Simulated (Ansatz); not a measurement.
# C₃H₈Si: up Jacob's ladder to CCSD(T)

One table from this session's results is given with a row withheld; the runs are named, their logs left out.

Computed with Ansatz 0.2.0, Gaussian basis. Level: functionals in def2-TZVPP, the program's frozen cores in correlated methods.

The runs, in order: LDA (SPW92), PBE-D4, revPBE-D4, BLYP-D4, r2SCAN-D4, B97M-V, PBE0-D4, B3LYP-D4, r2SCANh-D4, r2SCAN0-D4, HSE06-D4, BHLYP-D4, CAM-B3LYP-D4, LC-ωPBE, ωB97X-V, ωB97M-V, B2PLYP, PBE-QIDH; CCSD(T)/def2-SVP; CCSD(T)/def2-TZVPP; MP2/def2-QZVPP; extrapolation to the limit; RPA on PBE.

## The relaxed structure

An earlier PBE0-D4 in a triple-zeta def2 set relaxation fixed the geometry.

SMILES `C=CC[SiH3]`, 12 atoms, charge 0, spin multiplicity 1.

Atoms are counted from 1 here; the program's logs count them from 0.

Bond lengths: C1–C2 1.327 Å, C1–H5 1.086 Å, C1–H6 1.083 Å, C2–C3 1.489 Å, C2–H7 1.089 Å, C3–Si4 1.887 Å, C3–H8 1.096 Å, C3–H9 1.094 Å, Si4–H10 1.486 Å, Si4–H11 1.489 Å, Si4–H12 1.488 Å. Angles: C2–C1–H5 121.5°, C2–C1–H6 121.4°, H5–C1–H6 117.1°, C1–C2–C3 125.5°, C1–C2–H7 118.7°, C3–C2–H7 115.9°, C2–C3–Si4 111.3°, C2–C3–H8 110.9°, C2–C3–H9 111.0°, Si4–C3–H8 107.6°, Si4–C3–H9 108.3°, H8–C3–H9 107.5°, C3–Si4–H10 110.0°, C3–Si4–H11 110.4°, C3–Si4–H12 110.0°, H10–Si4–H11 109.0°, H10–Si4–H12 108.7°, H11–Si4–H12 108.6°.

The first run:

Input file in.yaml:

```yaml
crystal:
  periodic: [false, false, false]
  atoms:
    - {symbol: C, position_ang: [-1.368634, 1.322854, 0.738395]}
    - {symbol: C, position_ang: [-0.971674, 0.465085, -0.193170]}
    - {symbol: C, position_ang: [-0.226015, -0.799228, 0.058019]}
    - {symbol: Si, position_ang: [1.584823, -0.638719, -0.446293]}
    - {symbol: H, position_ang: [-1.193895, 1.136513, 1.793724]}
    - {symbol: H, position_ang: [-1.882645, 2.240293, 0.478391]}
    - {symbol: H, position_ang: [-1.168193, 0.700894, -1.237648]}
    - {symbol: H, position_ang: [-0.657190, -1.627932, -0.514279]}
    - {symbol: H, position_ang: [-0.265431, -1.075111, 1.116113]}
    - {symbol: H, position_ang: [2.264951, 0.364371, 0.413726]}
    - {symbol: H, position_ang: [2.280701, -1.947661, -0.309227]}
    - {symbol: H, position_ang: [1.680200, -0.196558, -1.863752]}
basis:
  gaussian: {orbitals: def2-TZVPP}
hamiltonian: {xc: lda}
output: {orbitals: {seedname: orbitals}}
```

On the command line:

```bash
> ansatz run in.yaml --threads 4 --pin off --events-out ev --progress --plain --max-ram 10444MiB
```

Steps of the session up to this table: LDA; PBE-D4 (GGA); revPBE-D4 (GGA); BLYP-D4 (GGA); r2SCAN-D4 (meta-GGA); B97M-V (meta-GGA); PBE0-D4 (hybrid); B3LYP-D4 (hybrid); r2SCANh-D4 (hybrid); r2SCAN0-D4 (hybrid); HSE06-D4 (hybrid); BHLYP-D4 (hybrid); CAM-B3LYP-D4 (range-separated); LC-ωPBE (range-separated); ωB97X-V (range-separated); ωB97M-V (range-separated); B2PLYP (double hybrid); PBE-QIDH (double hybrid).

One table of the session follows, with a row left open; its other results are not shown here.

It belongs to the step «Frontier levels by functional». 

| functional | HOMO (eV) | gap (eV) |
| --- | --- | --- |
| LDA (SPW92) | -6.28 | 5.17 |
| PBE-D4 | -6.12 | 5.23 |
| revPBE-D4 | -6.05 | 5.26 |
| BLYP-D4 | -5.96 | 5.21 |
| r2SCAN-D4 | ? | ? |
| B97M-V | -6.35 | 5.71 |
| PBE0-D4 | -7.20 | 7.32 |
| B3LYP-D4 | -6.99 | 6.88 |
| r2SCANh-D4 | -6.71 | 6.44 |
| r2SCAN0-D4 | -7.33 | 7.59 |
| HSE06-D4 | -6.80 | 6.54 |
| BHLYP-D4 | -8.14 | 9.34 |
| CAM-B3LYP-D4 | -8.51 | 9.75 |
| LC-ωPBE | -9.89 | 12.28 |
| ωB97X-V | -9.50 | 11.81 |
| ωB97M-V | -9.41 | 11.51 |

**Question.** Estimate the row for r2SCAN-D4.

Worked estimate for «HOMO (eV)». Against the share of exact exchange, r2SCANh-D4 (0.1, -6.71), r2SCAN0-D4 (0.25, -7.33) give a slope of -4.13 per unit share; at 0 the line stands at -6.30.

The run gave: HOMO (eV): -6.30; gap (eV): 5.67. In «HOMO (eV)» the line misses by 0.00.
